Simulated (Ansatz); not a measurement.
# SnO2: the cost of one run

Method: DFT r2SCAN, scalar-relativistic, plane waves, PAW, in Ansatz 0.2.0.

## 1. Starting point

It takes space group P4_2/mnm (No. 136, tetragonal). Conventional cell: a = 4.737 Å, b = 4.737 Å, c = 3.186 Å, α = 90.00°, β = 90.00°, γ = 90.00°. Around Sn (site symmetry mmm) lie 6 O at 2.05 to 2.06 Å. O (site symmetry m2m) is surrounded by 3 Sn at 2.05 to 2.06 Å.

Coordinates:

```xyz
6
Lattice="4.7374 0.0000 0.0000 0.0000 4.7374 0.0000 0.0000 0.0000 3.1864" Properties=species:S:1:pos:R:3 pbc="T T T"
Sn    0.0000    0.0000    0.0000
Sn    2.3687    2.3687    1.5932
O     1.4478    1.4478    0.0000
O     0.9208    3.8165    1.5932
O     3.2895    3.2895    0.0000
O     3.8165    0.9208    1.5932
```

Source of the structure: the Crystallography Open Database.

## 2. Quick check of gap, pressure and forces

The input, input.yaml:

```yaml
crystal:
  lattice:
    - [4.73735, 0.0, 0.0]
    - [0.0, 4.73735, 0.0]
    - [0.0, 0.0, 3.1864]
  atoms:
    - { symbol: Sn, position: [0.0, 0.0, 0.0] }
    - { symbol: Sn, position: [0.5, 0.5, 0.5] }
    - { symbol: O, position: [0.30562, 0.30562, 0.0] }
    - { symbol: O, position: [0.19438, 0.80562, 0.5] }
    - { symbol: O, position: [0.69438, 0.69438, 0.0] }
    - { symbol: O, position: [0.80562, 0.19438, 0.5] }
basis:
  ecutwfc: 500
kpoints:
  mp_grid: { grid: [4, 4, 6] }
hamiltonian:
  xc: r2scan
scf:
  occupations: { method: gaussian, width: 0.1 }
output:
  forces: true
  stress: true
  eigenvalues: true
```

Command:

```
$ ansatz run input.yaml --threads 2 --pin off --max-ram 5120MiB --backend cpu --events-out ev --progress --plain --runs-dir out
```

**Question.** How long does this run take on 2 threads of Arm Neoverse V1, shared host, and how much memory does it need?

About 5 s, with a peak of 0.53 GiB.
